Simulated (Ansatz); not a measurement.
# Ti4Ga: one candidate of a structure search

The task: take a trial cell of Ti4Ga to zero force and stress.

Computed with Ansatz 0.2.0 (DFT PBE, scalar-relativistic, plane waves, PAW, unless a step's input says otherwise).

## 1. The system as given

Symmetry: I-43m, No. 217, cubic system. The conventional cell has a = 5.584 Å, b = 5.584 Å, c = 5.584 Å, α = 90.00°, β = 90.00°, γ = 90.00°. Ti (site symmetry 3m) has 1 Ga at 2.12 Å as nearest neighbours. Around Ga (site symmetry -43m) lie 4 Ti at 2.12 Å.

As a file:

```cif
data_structure
_symmetry_space_group_name_H-M 'P 1'
_symmetry_Int_Tables_number 1
_cell_length_a 4.8356
_cell_length_b 4.8356
_cell_length_c 4.8356
_cell_angle_alpha 109.471
_cell_angle_beta 109.471
_cell_angle_gamma 109.471
_cell_volume 87.04
loop_
_atom_site_label
_atom_site_type_symbol
_atom_site_fract_x
_atom_site_fract_y
_atom_site_fract_z
_atom_site_occupancy
Ti1 Ti 0.43897 0.43897 0.43897 1
Ti2 Ti 0.00000 0.00000 0.56103 1
Ti3 Ti 0.00000 0.56103 0.00000 1
Ti4 Ti 0.56103 0.00000 0.00000 1
Ga1 Ga 0.00000 0.00000 0.00000 1
```

Recipe of the guess: random cell by space group and Wyckoff sites (I-43m, No. 217). The dimensions are guesses.

## 2. Probe: one point on a coarse mesh

File input.yaml:

```yaml
crystal:
  lattice:
    - [-2.79181165, 2.79181165, 2.79181165]
    - [2.79181165, -2.79181165, 2.79181165]
    - [2.79181165, 2.79181165, -2.79181165]
  atoms:
    - { symbol: Ti, position: [0.43897064, 0.43897064, 0.43897064] }
    - { symbol: Ti, position: [0.0, 0.0, 0.56102936] }
    - { symbol: Ti, position: [0.0, 0.56102936, 0.0] }
    - { symbol: Ti, position: [0.56102936, 0.0, 0.0] }
    - { symbol: Ga, position: [0.0, 0.0, 0.0] }
basis:
  ecutwfc: 420
kpoints:
  mp_grid: { grid: [4, 4, 4] }
hamiltonian:
  xc: pbe
scf:
  occupations: { method: gaussian, width: 0.1 }
  lower_state_search: "off"
output:
  forces: true
  stress: true
  eigenvalues: true
```

Started as:

```sh
> ansatz run input.yaml --threads 1 --pin off --max-ram 2560MiB --backend cpu --events-out ev --progress --plain --runs-dir out
```

The session goes on with these runs: a loose first relaxation; spin check on a coarse mesh; full relaxation.

What does the calculation give? Wanted: conventional cell; volume; energy over the elements; gap on the mesh; total moment.

As calculated:

| quantity | value |
| --- | --- |
| symmetry at the end (tolerance 0.05 Å) | space group Im-3m (No. 229) |
| conventional cell | a = 5.882 Å, b = 5.882 Å, c = 5.882 Å, α = 90.00°, β = 90.00°, γ = 90.00° |
| volume | 20.36 Å³/atom |
| energy over the elements | +0.60 eV/atom |
| gap on the mesh | none (metal) |
| total moment | 3.28 μB/cell |

In words: The symmetry goes from space group I-43m (No. 217) to space group Im-3m (No. 229), and the volume per atom grows by 16.9 % from the first guess. The formation energy is positive, so the separate elements lie lower. No finished test with a distortion of lower symmetry is shown, so the end may be a saddle point. Other magnetic orders were not searched.
